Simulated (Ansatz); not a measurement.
# VBiO4 (I4_1/amd) in Ansatz: a run that goes wrong, beside a sound one

A flawed run on VBiO4 and a sound one for comparison.

Everything below comes from runs of Ansatz 0.2.0. Logs are shortened: lines on timing, memory, paths and dates and some standing lists are left out, and cuts for length are marked.

**1. The structure**

The structure is tetragonal, space group I4_1/amd (No. 141). Conventional cell: a = 7.303 Å, b = 7.303 Å, c = 6.584 Å, α = 90.00°, β = 90.00°, γ = 90.00°. Around Bi (site symmetry -4m2) lie 8 O at 2.41 to 2.55 Å. V (site symmetry -4m2) has 4 O at 1.70 Å as nearest neighbours. O (site symmetry m) is surrounded by 1 V at 1.70 Å.

Measurements of this composition are mostly on another form, of space group No. 15.

**2. A run with an altered input**

Contents of input.yaml:

```yaml
crystal:
  lattice:
    - [-3.6515, 3.6515, 3.292]
    - [3.6515, -3.6515, 3.292]
    - [3.6515, 3.6515, -3.292]
  atoms:
    - { symbol: bi, position: [0.0, 0.0, 0.0] }
    - { symbol: Bi, position: [0.75, 0.25, 0.5] }
    - { symbol: V, position: [0.25, 0.75, 0.5] }
    - { symbol: V, position: [0.5, 0.5, 0.0] }
    - { symbol: O, position: [0.667, 0.489, 0.822] }
    - { symbol: O, position: [0.239, 0.917, 0.322] }
    - { symbol: O, position: [0.667, 0.845, 0.178] }
    - { symbol: O, position: [0.595, 0.917, 0.678] }
    - { symbol: O, position: [0.083, 0.405, 0.322] }
    - { symbol: O, position: [0.511, 0.333, 0.178] }
    - { symbol: O, position: [0.083, 0.761, 0.678] }
    - { symbol: O, position: [0.155, 0.333, 0.822] }
hamiltonian:
  xc: pbesol
  pseudopotentials: { kind: paw }
magnetization:
  spin_polarized: true
  initial_magnetization: 0.0
  spin_locking: { lock_magnetization: hard }
kpoints:
  mp_grid: { grid: [5, 5, 5] }
scf:
  occupations: { method: fermi_dirac, width: 0.05 }
  max_iter: 75
output:
  forces: true
  stress: true
  eigenvalues: true
```

Potentials or basis: Ansatz PAW.

Run with:

```console
ansatz run input.yaml --threads 4 --pin off --max-ram 11264MiB --backend cpu --events-out ev --progress --plain --runs-dir out
```

The log of the run:

```text
Error: YAML parse error: error: line 7 column 17: `bi` is not an element symbol (H … Og, case-exact)
 --> <input>:7:17
  |
5 |     - [3.6515, 3.6515, -3.292]
6 |   atoms:
7 |     - { symbol: bi, position: [0.0, 0.0, 0.0] }
  |                 ^ `bi` is not an element symbol (H … Og, case-exact)
8 |     - { symbol: Bi, position: [0.75, 0.25, 0.5] }
9 |     - { symbol: V, position: [0.25, 0.75, 0.5] }
  |
```

Run time: 0.02 s. Hardware: 4 threads of Arm Neoverse V1, shared host; peak memory 0.02 GiB.

The program refused the input. What is wrong with the input: an unknown element (crystal.atoms[0].symbol = bi).

**3. Single point, PBEsol, collinear spin, program default start**

Changes to input.yaml since step 2:

```diff
@@ -6,3 +6,3 @@
   atoms:
-    - { symbol: bi, position: [0.0, 0.0, 0.0] }
+    - { symbol: Bi, position: [0.0, 0.0, 0.0] }
     - { symbol: Bi, position: [0.75, 0.25, 0.5] }
@@ -29,3 +29,3 @@
   occupations: { method: fermi_dirac, width: 0.05 }
-  max_iter: 75
+  lower_state_search: "off"
 output:
```

Potentials or basis: Ansatz PAW.

Run with:

```console
ansatz run input.yaml --threads 4 --pin off --max-ram 11264MiB --backend cpu --events-out ev --progress --plain --runs-dir out
```

Wall time 4.4 s (4 threads of Arm Neoverse V1, shared host); peak memory 0.79 GiB.

It converged, with:

| Item | Value |
| --- | --- |
| Free energy | -34744.8804 eV |
| Pressure | -1.6 GPa |
| Largest force | 0.861 eV/Å |
| Net moment | 0.00 μB per cell |
| Absolute moment | 0.00 μB per cell |

Forces in eV/Å, atoms in the order of the input:
```
Bi   0.000  0.000  0.000
Bi   0.000  0.000  0.000
V    0.000  0.000  0.000
V    0.000  0.000  0.000
O   -0.724  0.000  0.466
O    0.000 -0.724  0.466
O    0.724  0.000  0.466
O    0.000  0.724  0.466
O   -0.724  0.000 -0.466
O    0.000  0.724 -0.466
O    0.724  0.000 -0.466
O    0.000 -0.724 -0.466
```

Stress tensor (GPa, compression positive):
```
-0.16  0.00  0.00
 0.00 -0.16  0.00
 0.00  0.00 -4.63
```

Caveat: the pressure holds a Pulay correction of +0.6 GPa for the finite cutoff; spin-orbit coupling is left out, which moves the levels of the heavy elements; the total moment is fixed, so each spin has its own Fermi level; the PAW data sets come from PBE, with cores solved anew for the run's functional, which leaves a small shift of forces and pressure; the thresholds are loose for stress.
